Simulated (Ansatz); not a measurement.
# Si5F: the cost of one run

Method: DFT PBE, scalar-relativistic, plane waves, PAW, in Ansatz 0.2.0.

**1. Starting point**

It takes space group P6/mmm (No. 191, hexagonal). Conventional cell: a = 3.428 Å, b = 3.428 Å, c = 6.485 Å, α = 90.00°, β = 90.00°, γ = 120.00°. Si (site symmetry -6m2) has 3 Si at 1.98 Å and 3 F at 1.98 Å as nearest neighbours. Around Si (site symmetry 6mm) lie 1 Si at 1.08 Å. Around Si (site symmetry 6/mmm) lie 2 Si at 1.08 Å. F (site symmetry 6/mmm) has 8 Si at 1.98 to 2.16 Å as nearest neighbours.

Structure file:

```
Si F
1.0
     3.42793    0.00000    0.00000
    -1.71396    2.96867    0.00000
     0.00000    0.00000    6.48513
Si F
5 1
Cartesian
  0.0000 1.9791 0.0000
  1.7140 0.9896 0.0000
  0.0000 0.0000 4.3247
  0.0000 0.0000 2.1605
  0.0000 0.0000 3.2426
  0.0000 0.0000 0.0000
```

The cell is invented: random cell by space group and Wyckoff sites (P6/mmm, No. 191). The dimensions are guesses.

**2. The guess as it stands, on a coarse mesh**

input.yaml reads:

```yaml
crystal:
  lattice:
    - [3.42792709, 0.0, 0.0]
    - [-1.71396355, 2.96867195, 0.0]
    - [0.0, 0.0, 6.48512726]
  atoms:
    - { symbol: Si, position: [0.33333333, 0.66666667, 0.0] }
    - { symbol: Si, position: [0.66666667, 0.33333333, 0.0] }
    - { symbol: Si, position: [0.0, 0.0, 0.66685836] }
    - { symbol: Si, position: [0.0, 0.0, 0.33314164] }
    - { symbol: Si, position: [0.0, 0.0, 0.5] }
    - { symbol: F, position: [0.0, 0.0, 0.0] }
basis:
  ecutwfc: 420
kpoints:
  mp_grid: { grid: [6, 6, 4] }
hamiltonian:
  xc: pbe
scf:
  occupations: { method: gaussian, width: 0.1 }
  lower_state_search: "off"
output:
  forces: true
  stress: true
  eigenvalues: true
```

Started as:

```bash
$ ansatz run input.yaml --threads 1 --pin off --max-ram 2048MiB --backend cpu --events-out ev --progress --plain --runs-dir out
```

What time and memory should one allow on 1 thread of Arm Neoverse V2, shared host?

About 4.3 s, with a peak of 0.31 GiB.
